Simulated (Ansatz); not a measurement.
## Mg3Zn, space group Fm-3m: an equation of state with a fit, step by step

Computed with the Python package of Ansatz (0.2.0).

At the Python prompt:
```pycon
>>> import ansatz as az
>>> import numpy as np
>>> from pymatgen.analysis.eos import EOS
>>> XC = "pbesol"
>>> SMEARING = "gaussian"
>>> SIGMA = 0.1
>>> CUTOFF_EV = 500
>>> KGRID = (6, 6, 6)
>>> VECTORS = np.array([
...     [0.0, 3.43371, 3.43371],
...     [3.43371, 0.0, 3.43371],
...     [3.43371, 3.43371, 0.0],
... ])
>>> SITES = [
...     ("Mg", [0.5, 0.5, 0.5]),
...     ("Mg", [0.25, 0.25, 0.25]),
...     ("Mg", [0.75, 0.75, 0.75]),
...     ("Zn", [0.0, 0.0, 0.0]),
... ]
>>> def on_lattice(cell):
...     crystal = az.Crystal(lattice=az.Lattice.of(cell))
...     for symbol, position in SITES:
...         crystal = crystal.atom(symbol, position)
...     return crystal
...
>>> # uniform scaling of the cell
>>> volumes, energies, pressures = [], [], []
>>> for scale in np.linspace(0.9, 1.1, 9):
...     cell = VECTORS * scale ** (1 / 3)
...     setup = on_lattice(cell).calculation()
...     setup = setup.functional(XC)
...     setup = setup.occupations(SMEARING, width=SIGMA)
...     setup = setup.basis(CUTOFF_EV)
...     setup = setup.kpoints(*KGRID)
...     setup = setup.stress()
...     data = setup.run(threads=1, backend="cpu").report
...     volumes.append(abs(np.linalg.det(cell)) / len(SITES))
...     energies.append(data["free_energy_ev"] / len(SITES))
...     pressures.append(np.trace(data["stress_gpa"]) / 3)
...     print(f"V = {volumes[-1]:8.4f} A^3/atom  F = {energies[-1]:.5f} eV/atom  P = {pressures[-1]:8.3f} GPa")
...
V =  18.2181 A^3/atom  F = -2254.23227 eV/atom  P =    3.554 GPa
V =  18.7242 A^3/atom  F = -2254.24107 eV/atom  P =    2.048 GPa
V =  19.2302 A^3/atom  F = -2254.24539 eV/atom  P =    0.715 GPa
V =  19.7363 A^3/atom  F = -2254.24577 eV/atom  P =   -0.443 GPa
V =  20.2423 A^3/atom  F = -2254.24277 eV/atom  P =   -1.431 GPa
V =  20.7484 A^3/atom  F = -2254.23689 eV/atom  P =   -2.268 GPa
V =  21.2545 A^3/atom  F = -2254.22857 eV/atom  P =   -2.978 GPa
V =  21.7605 A^3/atom  F = -2254.21818 eV/atom  P =   -3.586 GPa
V =  22.2666 A^3/atom  F = -2254.20601 eV/atom  P =   -4.109 GPa
>>> for form in ["murnaghan"]:
...     fit = EOS(eos_name=form).fit(volumes, energies)
...     print(f"{form:18s} V0 {fit.v0:8.4f} A^3/atom  B0 {fit.b0_GPa:7.1f} GPa  B1 {fit.b1:5.2f}")
...
murnaghan          V0  19.5283 A^3/atom  B0    43.4 GPa  B1  5.20
```

A third-order Birch-Murnaghan fit through the 9 points (the script's own form differs a little) has its minimum at 19.53 Å³ an atom, 3.5 % below the typed cell, with a bulk modulus of 44 GPa and dB/dP = 5.0. From that minimum the energy rises by 13.8 meV an atom on the compressed side and 40.0 meV on the expanded side.

Absolute energies stand on the zero of these potentials, so only differences at equal settings mean something. The mesh is modest for a metal, so energies can be off by several to tens of meV an atom and pressures by half a GPa or more; differences at equal mesh fare better. Pressure is positive in compression. The structure comes from a database of computed cells and needn't be a stable or known phase. Hardware and time: 17 s on 1 thread of Arm Neoverse V2, with other jobs on the host, peak memory 0.5 GiB.
